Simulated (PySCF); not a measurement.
# [LaH3(NH3)]−: other functionals and bases at one geometry

One table from this session's results is given with a row withheld; the runs are named, their logs left out.

Computed with PySCF 2.14.0. Level: several levels, as the steps say, no spin–orbit coupling.

1 further run of the same task is left out (for a known fault of the program).

### Where the work starts

8 atoms, charge -1, spin multiplicity 1.

Bond lengths: La1–H2 2.440 Å, La1–H3 2.530 Å, La1–H4 2.440 Å, La1–N5 2.829 Å, La1–H6 2.708 Å, N5–H6 1.054 Å, N5–H7 1.020 Å, N5–H8 1.020 Å. Angles: H2–La1–H3 118.7°, H2–La1–H4 119.7°, H2–La1–N5 112.0°, H2–La1–H6 118.3°, H3–La1–H4 118.7°, H3–La1–N5 60.0°, H3–La1–H6 38.2°, H4–La1–N5 111.1°, H4–La1–H6 117.6°, N5–La1–H6 21.8°, La1–N5–H6 72.6°, La1–N5–H7 126.3°, La1–N5–H8 125.1°, H6–N5–H7 106.7°, H6–N5–H8 106.7°, H7–N5–H8 106.9°, La1–H6–N5 85.6°.

Coordinates:

```tsv
atom	x (Å)	y (Å)	z (Å)
La1	0.3417	0.0640	0.0315
H2	1.7080	1.5879	1.3596
H3	-2.1319	-0.1036	0.5339
H4	1.4095	-1.7440	-1.2119
N5	-1.5259	1.4461	-1.5829
H6	-2.0702	0.9311	-0.8416
H7	-1.7802	2.4305	-1.5027
H8	-1.8769	1.1212	-2.4838
```

Formal oxidation states: La +2. Each metal's 1 4f electrons lie in its core potential, so multiplicities, spins and levels count the valence alone. For divalent La, Ce, Gd or Lu the extra electron is normally 5d or 6s, so this core forces an excited configuration. An earlier session relaxed this geometry at PBE0, La lcecp-0-SVP with ECP47, H def2-SVP, N def2-SVP (singlet, point group C1).

At PBE0 on the finer grid: E = -84.279536 Eh, frontier levels not given, since the 4f levels lie in the core, Mulliken charge on La1 -0.04 e, largest force component 0.016 eV/Å. 

Levels to run: BLYP; PBE; PBE0, TZVP. Hardware: 2 threads of Intel Xeon Platinum 8259CL at 2.50GHz (Skylake/Cascade Lake), shared host.

Set-up of the first run:

run.py (the lines that set the calculation) reads:

```python
mol = gto.M(atom='''
La     0.34175     0.06400     0.03151
H      1.70804     1.58792     1.35957
H     -2.13189    -0.10358     0.53394
H      1.40951    -1.74403    -1.21185
N     -1.52587     1.44614    -1.58288
H     -2.07021     0.93109    -0.84156
H     -1.78024     2.43052    -1.50274
H     -1.87687     1.12116    -2.48384''',
    basis={'La': 'lcecp-0-SVP', 'H': 'def2-SVP', 'N': 'def2-SVP'},
    ecp={'La': 'lcecp-0-SVP'},
    charge=-1, spin=0)
mf = dft.RKS(mol, xc='BLYP')
mf.grids.atom_grid = (75, 302)  # f atoms: unpruned, at least (60, 302)
mf = mf.density_fit()  # fitting sets: La AutoAux, H def2-universal-JKFIT, N def2-universal-JKFIT
mf.conv_tol = 1e-08; mf.max_cycle = 55
mf.kernel(dm0)  # dm0: the density of the relaxed state
```

Run with:

```sh
OMP_NUM_THREADS=2 python run.py
```

Among the steps run: BLYP; PBE; PBE0, TZVP.

One table of the session follows, with a row left open; its other results are not shown here.

| level | dipole (D) | largest force component (eV/Å) |
| --- | --- | --- |
| PBE0 (relaxed here) | 5.02 | 0.02 |
| BLYP | ? | ? |
| PBE | 4.94 | 0.48 |
| PBE0, TZVP | 4.70 | 0.40 |

Estimate the missing values for BLYP.

As computed: dipole (D): 4.95; largest force component (eV/Å): 0.47. In the column «dipole (D)» it lies between PBE (4.94) and PBE0 (relaxed here) (5.02).

The dipole of a charged species depends on the origin, so these sizes hold for this origin alone.

The largest leftover force, 0.48 eV/Å with PBE, stands at a geometry relaxed at another level. With 4f in the core, its levels are missing from HOMO and gap, and its count is fixed, so no charge can pass from the ligands into it. Total energies of different levels can't be compared.
